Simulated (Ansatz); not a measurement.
# LaZn2Rh2: the cost of one run

Computed with Ansatz 0.2.0 (reference: DFT PBEsol, plane waves, PAW, scalar-relativistic, no spin polarisation, unless a step's input says otherwise).

### 1 The starting structure

It takes space group I4/mmm (No. 139, tetragonal). The conventional cell has a = 4.247 Å, b = 4.247 Å, c = 10.900 Å, α = 90.00°, β = 90.00°, γ = 90.00°. Rh (site symmetry -4m2) has 4 Zn at 2.54 Å as nearest neighbours. La (site symmetry 4/mmm) has 8 Zn at 3.28 Å and 8 Rh at 3.45 Å as nearest neighbours. Zn (site symmetry 4mm) has 4 Rh at 2.54 Å and 1 Zn at 2.66 Å as nearest neighbours.

As a file:

```
Rh La Zn
1.0
     0.00000    4.24706    0.00000
     4.24706    0.00000    0.00000
     2.12353    2.12353   -5.44983
Rh La Zn
2 1 2
Direct
  0.75000 0.25000 0.50000
  0.25000 0.75000 0.50000
  0.00000 0.00000 0.00000
  0.37800 0.37800 0.24400
  0.62200 0.62200 0.75600
```

### 2 Reference

input.yaml reads:

```yaml
crystal:
  lattice:
    - [0.0, 4.247059, 0.0]
    - [4.247059, 0.0, 0.0]
    - [2.12353, 2.12353, -5.449832]
  atoms:
    - { symbol: Rh, position: [0.75, 0.25, 0.5] }
    - { symbol: Rh, position: [0.25, 0.75, 0.5] }
    - { symbol: La, position: [0.0, 0.0, 0.0] }
    - { symbol: Zn, position: [0.378, 0.378, 0.244] }
    - { symbol: Zn, position: [0.622, 0.622, 0.756] }
  symmetry: { tolerance: 0.0003 }
kpoints:
  mp_grid: { grid: [5, 5, 5], shift: [0, 0, 0] }
magnetization:
  spin_polarized: false
scf:
  occupations: { method: fermi_dirac }
hamiltonian:
  pseudopotentials: { kind: paw }
  xc: pbesol
basis:
  ecutwfc: 420
output:
  forces: true
  stress: true
  eigenvalues: true
  write_density: true
  write_potential: true
  elf: true
  volumetric_format: npy
```

Run with:

```sh
$ ansatz run input.yaml --threads 1 --pin off --max-ram 2560MiB --backend cpu --events-out ev --progress --plain --runs-dir out
```

**Question.** How long does this run take on 1 thread of Intel Xeon 6975P-C (Granite Rapids), shared host, and how much memory does it need?

About 4.7 s, with a peak of 0.53 GiB.
